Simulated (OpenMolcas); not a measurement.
# Zr³⁺ among point charges: CASSCF levels and susceptibility

Aim: the splitting of the states of Zr³⁺ in the field of 4 point charges, its lowest levels with spin-orbit coupling and its magnetic susceptibility.

Program: OpenMolcas 26.06. Level of theory: state-averaged CASSCF, spin-orbit coupling by RASSI with atomic mean-field integrals. These are calculated values, not measurements, unless marked.

1 further run of the same task is left out (it didn't finish).

## Step 1: Starting point

```
Species                           : Zr³⁺ (zirconium, Z = 40, 37 electrons)
Basis                             : ANO-RCC-VTZP [7s6p4d2f1g], 68 functions
Scalar Hamiltonian                : DKH2, point nucleus
Inactive shells                   : 1s 2s 2p 3s 3p 3d 4s 4p
Active space                      : 1 electron in 5 orbitals (4d)
Some configurations of this space : 4d
Orbitals                          : optimised for each spin and parity, averaged over all roots
```

The outer shells:

4d
```
4d [↑ ][  ][  ][  ][  ]
```

The ion sits among 4 point charges of -2.5 e arranged as a tetrahedron (Td), 2.08 Å from the ion. The active orbitals were held to one l.

The work runs as a chain of OpenMolcas steps in one folder; each step below is one input file. Labels, J, g values, rates, χT and fits are worked out afterwards by a script from the matrices that RASSI stores.

## Step 2: GATEWAY and SEWARD: basis and integrals

File a.inp:

```
&GATEWAY
Coord
1

Zr 0.0 0.0 0.0
Basis=ANO-RCC-VTZP
Group=NoSym
NoMove
AngMom=0.0 0.0 0.0
AMFI
XField
4 Angstrom 0
1.200889 1.200889 1.200889 -2.500000
1.200889 -1.200889 -1.200889 -2.500000
-1.200889 1.200889 -1.200889 -2.500000
-1.200889 -1.200889 1.200889 -2.500000
&SEWARD
```

Started as:

```console
OMP_NUM_THREADS=1 MOLCAS_MEM=1689 MOLCAS_PROJECT=a pymolcas a.inp > a.log
```

## Step 3: CASSCF: doublets, 5 roots

File a.inp:

```
&RASSCF
FileOrb=start.orb
Symmetry=1
Spin=2
nActEl=1 0 0
Inactive=18
Ras2=5
CIRoot=5 5 1
SDav=5
CIMx=300
Iter=120 100
PrWF=0.3
OrbListing=Nothing
MaxOrb=0
SupSym
1
20 10 11 12 13 14 19 20 21 22 23 36 37 38 39 40 41 42 43 44 45
>>> COPY $Project.JobIph JOB001
```

start.orb holds the contracted functions of the basis, ordered by shell, or the orbitals of the step before.

## Step 4: RASSI: spin-orbit coupling between the states

File a.inp:

```
&RASSI
NrOfJobIphs=1 5
1 2 3 4 5
IphNames
JOB001
EJob
SpinOrbit
DIPRint=1.0
SOCoupling=1000.0
Subsets=2
Property=9
'ANGMOM' 1 'ANGMOM' 2 'ANGMOM' 3 'MLTPL  1' 1 'MLTPL  1' 2 'MLTPL  1' 3
'AMFI' 1 'AMFI' 2 'AMFI' 3
SOProperty=3
'ANGMOM' 1 'ANGMOM' 2 'ANGMOM' 3
```

**Question.** What will these runs give? Wanted: spin-free ground state; first state of the same spin within the active space; lowest level; next level.

As calculated:

```
                                            quantity                           value
                                              method                          CASSCF
                              spin-free ground state  2E, 2-fold in its orbital part
first state of the same spin within the active space               2T2 at 14300 cm⁻¹
                                        lowest level                       4-fold Γ8
                                          next level                    14045.9 cm⁻¹
                                         χT at 300 K                  0.35 cm³ K/mol
                           effective moment at 300 K                         1.68 μB
```

In words: The spin-free ground state (2E) comes to 100 % from free-ion D terms and keeps the highest spin of the shell. χT at 300 K is 0.35, against 0.38 cm³ K/mol for the spin alone; near agreement at one temperature doesn't show that the orbital moment is quenched. A ligand-field fit to the states below 45000 cm-1 gives 10Dq = -14258 cm-1, the gap between the two states. An orbital doublet at a regular site is open to a Jahn-Teller distortion, which this geometry leaves out. The field of point charges can differ much from that of real complexes. Point charges carry no covalency, so the field is a model and not that of real ligands.
